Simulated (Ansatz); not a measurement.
Runs of Ansatz 0.2.0 on Ba2Tl5V3O12. The typed cell holds 22 atoms: a = 6.653 Å, b = 8.840 Å, c = 9.892 Å, α = 71.07°, β = 73.99°, γ = 70.69°. The cell was built by a generator and needn't be a form met in nature.

```tsv
potentials or basis	cutoff (eV)	gap on the mesh (eV)	pressure (GPa)	moment (μB)	largest force (eV/Å)
Ansatz PAW earlier set	930	2.90	0.0	0.00	(c)
Ansatz NC	1240	2.91	0.1	0.00	0.03
SPMS NC	1034	(a)	0.0	0.00	0.04
PseudoDojo standard (PBE files)	1143	2.90	(b)	0.00	0.06
```

Alike in all rows: task single point; level PBE; spin collinear, ferromagnetic start; cell as given; k mesh 5 × 4 × 3; smearing fermi-dirac 0.05 eV.

Estimate the missing entries.

(a) 2.89; (b) -0.1; (c) 0.01.

Caveats: odd divisions of the mesh miss points on the zone boundary, where band edges often lie, so the gap on the mesh can be too wide; spin-orbit coupling is left out, which as a rule narrows the gap of such compounds by several tenths of an eV.

A k mesh can miss the band edges, and the runs leave out spin-orbit coupling on Ba, Tl.

Not every run made on this cell is shown here.
